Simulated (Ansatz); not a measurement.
# BF2H2N: single points off equilibrium

One table from this session's results is given with a row withheld; the runs are named, their logs left out.

Program: Ansatz 0.2.0, Gaussian basis. Level of theory: single points in def2-TZVPP. These are calculated values, not measurements.

Correlated methods freeze the cores. B3LYP uses VWN-RPA correlation.

### Where the work starts

SMILES `NB(F)F`, 6 atoms, charge 0, spin multiplicity 1.

Atoms are counted from 1 here; the program's logs count them from 0.

Bond lengths: N1–B2 1.372 Å, N1–H5 1.020 Å, N1–H6 0.979 Å, B2–F3 1.333 Å, B2–F4 1.342 Å. Angles: B2–N1–H5 120.2°, B2–N1–H6 125.6°, H5–N1–H6 113.6°, N1–B2–F3 122.6°, N1–B2–F4 121.8°, F3–B2–F4 115.5°.

Coordinates:

```
N    -0.2256    0.6642   -0.2009
B     0.1855   -0.6050    0.1180
F    -0.6695   -1.5861    0.4056
F     1.4838   -0.9431    0.1425
H     0.4611    1.4014   -0.3600
H    -1.1491    0.9876   -0.1762
```

The first run:

run/in.yaml

```yaml
crystal:
  periodic: [false, false, false]
  atoms:
    - {symbol: N, position_ang: [-0.225600, 0.664200, -0.200900]}
    - {symbol: B, position_ang: [0.185500, -0.605000, 0.118000]}
    - {symbol: F, position_ang: [-0.669500, -1.586100, 0.405600]}
    - {symbol: F, position_ang: [1.483800, -0.943100, 0.142500]}
    - {symbol: H, position_ang: [0.461100, 1.401400, -0.360000]}
    - {symbol: H, position_ang: [-1.149100, 0.987600, -0.176200]}
basis:
  gaussian: {orbitals: def2-TZVPP}
correlation: {method: ccsd_t}
output: {forces: true}
```

No record of the launch command was kept for these runs.

Among the steps run: CCSD(T)/def2-TZVPP; PBE0-D4/def2-TZVPP; wB97M-V/def2-TZVPP; r2SCAN-D4/def2-TZVPP; PBE-D4/def2-TZVPP; BLYP-D4/def2-TZVPP; B3LYP-D4/def2-TZVPP.

One table of the session follows, with a row left open; its other results are not shown here.

| method | RMS force component (eV/Å) | angle to CCSD(T) forces (°) | dipole (D) |
| --- | --- | --- | --- |
| CCSD(T) | 0.697 | reference | 2.90 |
| PBE0-D4 | ? | ? | ? |
| wB97M-V | 0.651 | 5.9 | 2.89 |
| r2SCAN-D4 | 0.651 | 5.6 | 2.90 |
| PBE-D4 | 0.673 | 20.5 | 2.87 |
| BLYP-D4 | 0.679 | 25.0 | 2.87 |
| B3LYP-D4 | 0.641 | 7.2 | 2.93 |

Estimate the missing values for PBE0-D4.

**Answer.** RMS force component (eV/Å): 0.664; angle to CCSD(T) forces (°): 7.5; dipole (D): 2.93. In the column «RMS force component (eV/Å)» it lies between r2SCAN-D4 (0.651) and PBE-D4 (0.673).
